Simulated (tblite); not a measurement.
# C4H14B2Si: the cost of one run

Programs: tblite 0.8.0 and PySCF 2.14.0, with density-fitted response routines of our own. Each step states its level of theory. These are calculated values for one molecule in the gas phase, unless marked as measured. Atoms count from 0, in the outputs and in this text.

### 1 The molecule as given

21 atoms, charge 0, multiplicity 1; geometry from: force field or distance geometry start.

Bonds of the start (Å): B0–B1 1.66, B1–C2 1.60, C2–Si3 1.85, Si3–C4 1.86, C4–C5 1.52, C5–C6 1.49, B0–H7 1.17, B0–H8 1.18, B1–H9 1.21, C2–H10 1.11, C2–H11 1.12, Si3–H12 1.50, Si3–H13 1.47, C4–H14 1.11, C4–H15 1.11, C5–H16 1.10, C5–H17 1.12, C6–H18 1.12, C6–H19 1.11, C6–H20 1.12.

### 2 Geometry optimisation with GFN2-xTB

What the job is given:

```
{"job": {"kind": "relax", "xc": "GFN2-xTB", "basis": "xTB"}, "charge": 0, "multiplicity": 1}
B      4.109200     0.996800    -0.699900
B      2.868400     0.618500     0.338900
C      1.738300    -0.333900    -0.262700
Si     0.340000    -0.594500     0.912900
C     -1.244600    -0.681700    -0.057300
C     -2.261300     0.336900     0.425600
C     -3.496600     0.222100    -0.408400
H      5.041800     0.282100    -0.701600
H      3.795600     1.531700    -1.704700
H      3.199400     0.466400     1.497200
H      2.234400    -1.292100    -0.521400
H      1.322300     0.166700    -1.170100
H      0.486600    -1.943900     1.553200
H      0.278100     0.418300     1.975700
H     -1.030300    -0.509100    -1.136500
H     -1.687800    -1.692400     0.061500
H     -2.435000     0.182600     1.505400
H     -1.816300     1.347600     0.213000
H     -3.520200     0.945700    -1.263000
H     -3.529300    -0.820100    -0.795900
H     -4.401600     0.369400     0.237500
```

Run with:

```bash
$ OMP_NUM_THREADS=1 python probes_run.py task.json out
```

The driver reads the jobs from task.json and runs them one after another.

**Question.** How long does this first job take on 1 thread of Arm Neoverse N1, shared host?

About 2.4 s.
